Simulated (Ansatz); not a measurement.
# LiPb: the cost of one run

Method: DFT PBEsol, scalar-relativistic, plane waves, PAW, in Ansatz 0.2.0.

## 1. The structure to begin with

Symmetry: R-3m, No. 166, trigonal system. The conventional cell has a = 4.987 Å, b = 4.987 Å, c = 6.188 Å, α = 90.00°, β = 90.00°, γ = 120.00°. Li (site symmetry -3m) has 8 Pb at 3.06 to 3.09 Å in its first shell of neighbours. Pb (site symmetry -3m) has 8 Li at 3.06 to 3.09 Å in its first shell of neighbours.

Structure file:

```xyz
2
Lattice="2.4935 1.4396 2.0627 -2.4935 1.4396 2.0627 0.0000 -2.8792 2.0627" Properties=species:S:1:pos:R:3 pbc="T T T"
Li    0.0000    0.0000    3.0940
Pb    0.0000    0.0000    0.0000
```

The cell is taken as given, not relaxed at this level.

## 2. The reference: the undisturbed cell on the scan's mesh

File input.yaml:

```yaml
crystal:
  lattice:
    - [2.4935002839, 1.4396230601, 2.06267]
    - [-2.4935002839, 1.4396230601, 2.06267]
    - [0.0, -2.8792461203, 2.06267]
  atoms:
    - { symbol: Li, position: [0.5, 0.5, 0.5] }
    - { symbol: Pb, position: [0.0, 0.0, 0.0] }
basis:
  ecutwfc: 420
kpoints:
  mp_grid: { grid: [12, 12, 12] }
hamiltonian:
  xc: pbesol
scf:
  occupations: { method: gaussian, width: 0.15 }
output:
  forces: true
  stress: true
  eigenvalues: true
```

Command:

```bash
ansatz run input.yaml --threads 1 --pin off --max-ram 2560MiB --backend cpu --events-out ev --progress --plain --runs-dir out
```

Q: Estimate wall time and peak memory on 1 thread of Arm Neoverse V1, shared host.

About 6.1 s, with a peak of 0.37 GiB.
